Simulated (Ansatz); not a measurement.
This script drives Ansatz 0.2.0 through its Python package.

`ecut_tasias.py`:
```python
"""Convergence of TaSiAs with the plane-wave cutoff."""

import ansatz as az
from tabulate import tabulate

system = (
    az.Lattice.from_parameters(3.499, 3.499, 7.857, alpha=90, beta=90, gamma=90)
    .space_group(129, hermann_mauguin="P4/nmm", origin_choice=1)
    .atom("Ta", [0.5, 0.0, 0.256])
    .atom("Si", [0.0, 0.0, 0.0])
    .atom("As", [0.5, 0.0, 0.609])
)

calculation = (
    system.calculation()
    .functional("pbesol")
    .kpoints(spacing=0.26)
    .occupations("gaussian")
    .forces()
    .stress()
)

rows = []
for value in [300, 375, 450, 525]:
    r = calculation.basis(value).run(threads=1, pin="off").report
    rows.append((value, r["free_energy_ev"] / len(r["lattice"]["sites"]), r["n_iterations"], sum(r["stress_gpa"][i][i] for i in range(3)) / 3, max(abs(f) for row in r["forces_ev_ang"] for f in row), r["n_pw"]))

print(tabulate(rows, headers=["cutoff (eV)", "F/atom (eV)", "iterations", "P (GPa)", "max component (eV/A)", "plane waves"], floatfmt=".4f", tablefmt="plain"))

# the last row is the reference
for row in rows[:-1]:
    shift = 1000 * (row[1] - rows[-1][1])
    print(f"{row[0]}: {shift:+.2f} meV/atom" + ("  (within 2 meV)" if abs(shift) < 2 else ""))
```

It is started by `python ecut_tasias.py`. Estimate its wall time and peak memory on 1 thread of Arm Neoverse V2, with other jobs on the host.

It took about 26 s, with a peak of 0.51 GiB, for 4 runs of the engine.

```console
$ python ecut_tasias.py
DeckWarning: basis.ecutwfc = 300 eV is below the records' recommended 420 eV, and the density's cutoff is lower with it unless basis.ecutrho_ratio is high enough to keep the records' density cutoff: compare with a run at a higher cutoff
DeckWarning: basis.ecutwfc = 375 eV is below the records' recommended 420 eV, and the density's cutoff is lower with it unless basis.ecutrho_ratio is high enough to keep the records' density cutoff: compare with a run at a higher cutoff
  cutoff (eV)    F/atom (eV)    iterations    P (GPa)    max component (eV/A)    plane waves
          300     -5080.8966             7    -2.1216                  0.1291           1099
          375     -5080.9275             8    -2.3582                  0.1271           1609
          450     -5080.9293             8    -2.3771                  0.1271           2059
          525     -5080.9295             8    -2.3782                  0.1270           2645
300: +32.89 meV/atom
375: +2.07 meV/atom
450: +0.23 meV/atom  (within 2 meV)
```
(Warnings from the package without file and line.)

From 450 eV on it stays within 2 meV an atom of the value at 525 eV; the first row (300 eV) is off by 32.9 meV and the last but one by 0.23 meV. The energy falls steadily, as expected when plane waves are added. The pressure moves from -2.12 to -2.38 GPa (the program's stress holds a Pulay correction, so it settles early). The last run costs about 2.5 times the first.

Notes:
- The run is spin-unpolarised.
- Pressure is positive in compression.
- Spin-orbit coupling, which matters for elements this heavy, is left out.
- The starting cell is as deposited in a crystallographic database; the results hold for this polymorph, which needn't be the stable one.
- Shifts are counted from the last row, which is itself no proven limit.
